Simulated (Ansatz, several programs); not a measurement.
Ga₃BiAs₂, ordered on the zincblende lattice (P3m1) with 6 atoms a cell, relaxed with PBE in Ansatz (plane waves, PAW): it is trigonal, P3m1 (No. 156); conventional cell a = 4.227 Å, c = 10.413 Å, 26.85 Å³ an atom. Around As lie 4 Ga at 2.47–2.56 Å; around As lie 4 Ga at 2.51–2.55 Å; around Bi lie 4 Ga at 2.69–2.79 Å; around Ga lie 4 As at 2.51–2.56 Å; around Ga lie 3 As at 2.55 Å and 1 Bi at 2.79 Å; around Ga lie 1 As at 2.47 Å and 3 Bi at 2.69 Å. The cell was then scaled with its shape and fractional coordinates held, which makes it stiffer than a relaxed compression. Note: simulated data, non-magnetic, for a generated structure that need not be the stable one.

```tsv
V (Å³/atom)	E (meV/atom)
25.242	17.06
26.854	0.00
27.659	3.45
28.465	13.13
```

Problem. Pass a cubic E = c₀ + c₁u + c₂u² + c₃u³, with u = V − 27.055 Å³, through these points.

Solution. c₀ = 0.21, c₁ = +2.165, c₂ = 5.558, c₃ = -0.4211 (meV and Å³).

Problem. Where is the minimum, and what bulk modulus follows?

Solution. dE/du = 0 at u = -0.191, so V₀ = 26.86 Å³. B = V₀ d²E/dV² = 26.86 × (2c₂ + 6c₃u) = 26.86 × 11.598 = 312 meV/Å³, and 1 meV/Å³ is 0.16022 GPa: 50 GPa. A third-order Birch-Murnaghan fit to all five points gives 26.86 Å³ and 49 GPa.

Problem. Predict the energy and the pressure at the withheld volume, 26.048 Å³.

Solution. With u = -1.007: E ≈ 4.10 meV and P = −dE/dV ≈ +1.65 GPa. The run gives 4.06 meV and, from its stress, +1.65 GPa.
